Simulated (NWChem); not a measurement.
**SnCl2 (SMILES [Cl][Sn][Cl]): levels of theory compared**

Aim: a comparison of 6 runs (HF/STO-3G, HF/3-21G, HF/def2-SVP, BLYP/STO-3G, PBE/3-21G, B3LYP/def2-SVPD) of SnCl2. 

The results are computed with NWChem 7.3.0.

## (1) Starting point

SnCl2 has 3 atoms, charge 0, and is taken as a singlet. SMILES: `[Cl][Sn][Cl]`. The shape is that of a PBE0-D4/def2-TZVP optimisation.

Bond lengths: Cl1–Sn2 2.363 Å, Sn2–Cl3 2.363 Å. Angles: Cl1–Sn2–Cl3 98.4°.

## (2) Energy and gradient at HF/STO-3G (run 1)

File mymol.nw:

```
echo
START mymol
memory 2200 mb
GEOMETRY units angstroms noautosym nocenter noautoz
   Cl       1.154200       1.220700       0.756000
   Sn      -0.796900       0.518900      -0.376600
   Cl      -0.368200      -1.804500      -0.392600
END
BASIS spherical bse
   * library STO-3G
END
SCF
   thresh 1e-08
   maxiter 80
   print medium
END
TASK scf gradient
```

The run is started by

```sh
$ nwchem mymol.nw > mymol.out
```

The log of the run:

```text
[...]
  functions       =    45
[...]
  wavefunction    = RHF
[...]
         Total SCF energy =  -6872.588024209643
      One-electron energy = -10352.179794416657
      Two-electron energy =   3056.069387898726
 Nuclear repulsion energy =    423.522382308289
        Time for solution =      2.6s
[...]
                         RHF ENERGY GRADIENTS
    atom               coordinates                        gradient
                 x          y          z           x          y          z
   1 Cl      2.181122   2.306789   1.428633    0.009468   0.008892   0.006083
   2 Sn     -1.505923   0.980579  -0.711671   -0.007438   0.005075  -0.003489
   3 Cl     -0.695797  -3.410011  -0.741906   -0.002030  -0.013967  -0.002594
[...]
```

Run time: 4.2 s. Hardware: 1 thread of AMD EPYC 9R45 (Zen 5), shared host; peak memory 0.1 GiB.

## (3) Energy and gradient at HF/3-21G (run 2)

File cl2sn.nw:

```
start cl2sn
title "Cl2Sn hf"
memory 2200 mb
geometry units au noautosym nocenter noautoz
 Cl     2.18112189     2.30678868     1.42863295
 Sn    -1.50592275     0.98057889    -0.71167086
 Cl    -0.69579716    -3.41001079    -0.74190648
end
basis spherical bse
 Cl library 3-21G
 Sn library 3-21G
end
scf
 singlet
 rhf
 thresh 1e-08
 maxiter 80
end
task scf gradient
```

The run is started by

```sh
$ nwchem cl2sn.nw > cl2sn.out
```

The log of the run:

```text
[...]
  functions       =    57
[...]
  wavefunction    = RHF
[...]
         Total SCF energy =  -6910.998408221944
      One-electron energy = -10382.164606538865
      Two-electron energy =   3047.643846486846
 Nuclear repulsion energy =    423.522351830075
        Time for solution =      3.6s
[...]
                         RHF ENERGY GRADIENTS
    atom               coordinates                        gradient
                 x          y          z           x          y          z
   1 Cl      2.181122   2.306789   1.428633   -0.023121  -0.008411  -0.013431
   2 Sn     -1.505923   0.980579  -0.711671    0.028128  -0.019159   0.013199
   3 Cl     -0.695797  -3.410011  -0.741906   -0.005008   0.027570   0.000233
[...]
```

Wall time 5.4 s (1 thread of AMD EPYC 9R45 (Zen 5), shared host); peak memory 0.1 GiB.

Run 3 isn't shown in full; the table further down has it.

## (4) Energy and gradient at BLYP/STO-3G (run 4)

File struct.nw:

```
start struct
title "Cl2Sn BLYP"
memory stack 880 mb heap 220 mb global 1100 mb
charge 0

geometry units angstrom noautosym nocenter noautoz
  Cl     1.154200     1.220700     0.756000
  Sn    -0.796900     0.518900    -0.376600
  Cl    -0.368200    -1.804500    -0.392600
end

basis spherical bse
  Cl library STO-3G
  Sn library STO-3G
end

dft
  xc becke88 lyp
  mult 1
  grid xfine
  convergence energy 1e-08
  iterations 100
  mulliken
  print low
end

task dft gradient
```

The run is started by

```sh
$ nwchem struct.nw > struct.out
```

The log of the run:

```text
[...]
 d= 0,ls=0.0,diis     1  -6875.4633193824 -7.30D+03  6.91D-02  2.82D-01     0.6
[...]
 d= 0,ls=0.0,diis     7  -6875.5649013346 -6.94D-09  4.51D-06  6.67D-09     2.6
         Total DFT energy =    -6875.564901334619
      One electron energy =   -10352.430739321149
           Coulomb energy =     3271.114921094066
    Exchange-Corr. energy =     -217.771465415825
 Nuclear repulsion energy =      423.522382308289
[...]
      Total Density - Mulliken Population Analysis
     ---------------------------------------------
    Atom       Charge   Shell Charges
 -----------   ------   -------------------------------------------------------
    1 Cl  17    17.35   2.00  2.00  5.99  2.00  5.36
    2 Sn  50    49.30   2.00  2.00  6.00  2.00  5.99  2.00  5.96  1.87  1.51 10.00  9.98
    3 Cl  17    17.35   2.00  2.00  5.99  2.00  5.36
[...]
                         DFT ENERGY GRADIENTS
    atom               coordinates                        gradient
                 x          y          z           x          y          z
   1 Cl      2.181122   2.306789   1.428633    0.000988   0.003634   0.000924
   2 Sn     -1.505923   0.980579  -0.711671    0.001251  -0.000847   0.000588
   3 Cl     -0.695797  -3.410011  -0.741906   -0.002239  -0.002787  -0.001512
 Task  times  cpu:        3.6s     wall:        3.6s
 Total times  cpu:        3.6s     wall:        3.6s
```

Wall time 4.2 s (1 thread of AMD EPYC 9R45 (Zen 5), shared host); peak memory 0.12 GiB.

Run 5 isn't shown in full; the table further down has it.

## (5) Energy and forces at B3LYP/def2-SVPD (core potential) (run 6)

File m1.nw:

```
start m1
title "Cl2Sn B3LYP"
memory total 2200 mb

geometry units angstroms noautosym nocenter noautoz
Cl       1.154200       1.220700       0.756000
Sn      -0.796900       0.518900      -0.376600
Cl      -0.368200      -1.804500      -0.392600
end

basis spherical bse
* library def2-SVPD
end

ecp bse
Sn library def2-SVPD
end

dft
xc b3lyp
grid xfine
convergence energy 1e-08
maxiter 100
mulliken
print medium
end

task dft gradient
```

The run is started by

```sh
$ nwchem m1.nw > m1.out
```

The log of the run:

```text
[...]
          Wavefunction type:  closed shell.
          No. of atoms     :     3
          No. of electrons :    56
[...]
          Charge           :     0
          Spin multiplicity:     1
[...]
          AO basis - number of functions:    86
[...]
              XC Information
              --------------
                         B3LYP Method XC Potential
                     Hartree-Fock (Exact) Exchange  0.200
                        Slater Exchange Functional  0.800 local
                    Becke 1988 Exchange Functional  0.720 non-local
              Lee-Yang-Parr Correlation Functional  0.810
                  VWN I RPA Correlation Functional  0.190 local
[...]
 d= 0,ls=0.0,diis     1  -1134.5697195455 -1.34D+03  2.17D-02  4.33D-01     1.9
[...]
 d= 0,ls=0.0,diis     8  -1134.6382864429 -4.55D-09  2.68D-06  7.14D-08    11.4
         Total DFT energy =    -1134.638286442928
      One electron energy =    -2066.452049230066
           Coulomb energy =      796.190179151035
    Exchange-Corr. energy =      -74.674406194645
 Nuclear repulsion energy =      210.297989830747
[...]
      Total Density - Mulliken Population Analysis
     ---------------------------------------------
    Atom       Charge   Shell Charges
 -----------   ------   -------------------------------------------------------
    1 Cl  17    17.56   2.00  1.98  1.29  0.67  0.09  5.93  2.15  3.15  0.28  0.01  0.02
    2 Sn  22    20.88   0.44  1.60  1.48  0.23 -0.04  2.73  3.27  0.87  0.18  9.72  0.42 -0.02
    3 Cl  17    17.56   2.00  1.98  1.29  0.67  0.09  5.93  2.15  3.15  0.28  0.01  0.02
[...]
  wavefunction    = closed shell
                         DFT ENERGY GRADIENTS
    atom               coordinates                        gradient
                 x          y          z           x          y          z
   1 Cl      2.181122   2.306789   1.428633   -0.013973  -0.005765  -0.008190
   2 Sn     -1.505923   0.980579  -0.711671    0.016487  -0.011228   0.007736
   3 Cl     -0.695797  -3.410011  -0.741906   -0.002514   0.016994   0.000454
[...]
```

Wall time 16 s (1 thread of AMD EPYC 9R45 (Zen 5), shared host); peak memory 0.13 GiB.

## (6) The series

| run | level | core potential | iteration cap | energy (Eh) | dipole moment (D) | HOMO energy (eV) | LUMO energy (eV) | wall time |
| --- | --- | --- | --- | --- | --- | --- | --- | --- |
| 1 | HF/STO-3G | – | 80 | -6872.588024 | 3.75 | -7.10 | 2.76 | 4.2 s |
| 2 | HF/3-21G | – | 80 | -6910.998408 | 4.61 | -10.27 | -0.88 | 5.4 s |
| 3 | HF/def2-SVP (core potential) | def2-SVP | 80 | -1132.169450 | 3.50 | -10.11 | -0.27 | 8.1 s |
| 4 | BLYP/STO-3G | – | 100 | -6875.564901 | – | – | – | 4.2 s |
| 5 | PBE/3-21G | – | 100 | -6913.960253 | 3.54 | -6.92 | -3.98 | 6.9 s |
| 6 | B3LYP/def2-SVPD (core potential) | def2-SVPD | 100 | -1134.638286 | 3.35 | -7.96 | -3.43 | 16 s |

## (7) Outcome

| quantity | value |
| --- | --- |
| run 6: total energy | -1134.63829 Eh |
| run 6: dipole moment | 3.35 D |
| run 6: HOMO energy | -7.96 eV |
| run 6: LUMO energy | -3.43 eV |
| run 6: HOMO–LUMO gap | 4.53 eV |
| run 6: largest force on an atom | 1.100 eV/Å |

What this shows: Over runs 1, 2, 3, 5, 6 the dipole moment (its size) runs from 3.35 D (B3LYP/def2-SVPD) to 4.61 D (HF/3-21G). The two ends differ in method and basis and core potential. Over runs 1, 2, 3, 5, 6 the HOMO–LUMO gap runs from 2.94 eV (PBE/3-21G) to 9.86 eV (HF/STO-3G). The two ends differ in method and basis. Totals of different functionals can't be ranked against each other. Some runs of one species differ in core potentials or relativity; totals across that change don't compare. In runs 1, 4 the basis is minimal, so the values are rough. In runs 1, 2, 4, 5 relativity is left out where basis or elements ask for it. All runs together took 44 s, the longest 16 s.
